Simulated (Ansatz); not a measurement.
**FH₄O₂Si₂ radical: a ladder of functionals and wavefunction methods**

An exercise on one series of results from a longer session: the logs are not shown, and one member is left open.

Program: Ansatz 0.2.0, Gaussian basis. Level of theory: functionals in def2-TZVPP, the program's frozen cores in correlated methods. These are calculated values, not measurements.

Levels to be run: LDA (SPW92), PBE-D4, revPBE-D4, BLYP-D4, r2SCAN-D4, B97M-V, PBE0-D4, B3LYP-D4, r2SCANh-D4, r2SCAN0-D4, HSE06-D4, BHLYP-D4, CAM-B3LYP-D4, LC-ωPBE, ωB97X-V, ωB97M-V, B2PLYP, PBE-QIDH; CCSD(T)/def2-SVP; CCSD(T)/def2-TZVPP; MP2/def2-QZVPP; extrapolation to the limit; RPA on PBE.

## The geometry

All runs share one geometry, relaxed beforehand with PBE0-D4 in a triple-zeta def2 set.

SMILES `O[Si](O)(F)[SiH2]`, 9 atoms, charge 0, spin multiplicity 2.

Atoms are counted from 1 here; the program's logs count them from 0.

Bond lengths: O1–Si2 1.635 Å, O1–H6 0.959 Å, Si2–O3 1.624 Å, Si2–F4 1.599 Å, Si2–Si5 2.318 Å, O3–H7 0.960 Å, Si5–H8 1.486 Å, Si5–H9 1.486 Å. Angles: Si2–O1–H6 118.2°, O1–Si2–O3 106.8°, O1–Si2–F4 108.0°, O1–Si2–Si5 113.6°, O3–Si2–F4 110.6°, O3–Si2–Si5 111.4°, F4–Si2–Si5 106.3°, Si2–O3–H7 118.0°, Si2–Si5–H8 115.4°, Si2–Si5–H9 114.7°, H8–Si5–H9 111.2°.

Set-up of the first run:

The input, in.yaml:

```yaml
crystal:
  periodic: [false, false, false]
  atoms:
    - {symbol: O, position_ang: [-0.218294, 1.740091, -0.502814]}
    - {symbol: Si, position_ang: [0.000473, 0.119840, -0.520118]}
    - {symbol: O, position_ang: [1.568529, -0.139649, -0.855568]}
    - {symbol: F, position_ang: [-0.929604, -0.491636, -1.668590]}
    - {symbol: Si, position_ang: [-0.627891, -0.923519, 1.452519]}
    - {symbol: H, position_ang: [-1.115964, 2.075995, -0.512982]}
    - {symbol: H, position_ang: [2.011631, 0.477586, -1.442545]}
    - {symbol: H, position_ang: [-0.743465, -2.403009, 1.382145]}
    - {symbol: H, position_ang: [0.143084, -0.502000, 2.650954]}
basis:
  gaussian: {orbitals: def2-TZVPP}
magnetization: {spin_polarized: true, initial_magnetization: 1}
hamiltonian: {xc: lda}
output: {orbitals: {seedname: orbitals}}
```

Command:

```console
$ ansatz run in.yaml --threads 2 --pin off --events-out ev --progress --plain --max-ram 20480MiB --backend cpu
```

Steps of the session up to this table: LDA; PBE-D4 (GGA); revPBE-D4 (GGA); BLYP-D4 (GGA); r2SCAN-D4 (meta-GGA); B97M-V (meta-GGA); B3LYP-D4 (hybrid); r2SCANh-D4 (hybrid); r2SCAN0-D4 (hybrid); HSE06-D4 (hybrid); BHLYP-D4 (hybrid); CAM-B3LYP-D4 (range-separated); LC-ωPBE (range-separated); ωB97X-V (range-separated); ωB97M-V (range-separated); B2PLYP (double hybrid); PBE-QIDH (double hybrid).

One table of the session follows, with a row left open; its other results are not shown here.

It belongs to the step «Orbital energies across the functionals». 

```
  functional  HOMO (eV)  LUMO (eV)  gap (eV)
 LDA (SPW92)      -5.27      -4.12      1.16
      PBE-D4          ?          ?         ?
   revPBE-D4      -5.27      -3.50      1.77
     BLYP-D4      -5.04      -3.66      1.38
   r2SCAN-D4      -5.65      -3.21      2.44
      B97M-V      -5.40      -3.86      1.55
     PBE0-D4      -6.37      -2.75      3.62
    B3LYP-D4      -6.05      -3.12      2.93
  r2SCANh-D4      -6.04      -2.91      3.13
  r2SCAN0-D4      -6.62      -2.47      4.15
    HSE06-D4      -5.97      -3.13      2.84
    BHLYP-D4      -7.18      -1.95      5.23
CAM-B3LYP-D4      -7.50      -1.84      5.66
     LC-ωPBE      -8.96      -0.41      8.55
     ωB97X-V      -8.42      -0.97      7.45
     ωB97M-V      -8.08      -1.12      6.96
```

Estimate the missing values for PBE-D4.

**Answer.** HOMO (eV): -5.30; LUMO (eV): -3.66; gap (eV): 1.64. In the column «HOMO (eV)» it lies between B97M-V (-5.40) and LDA (SPW92) (-5.27).
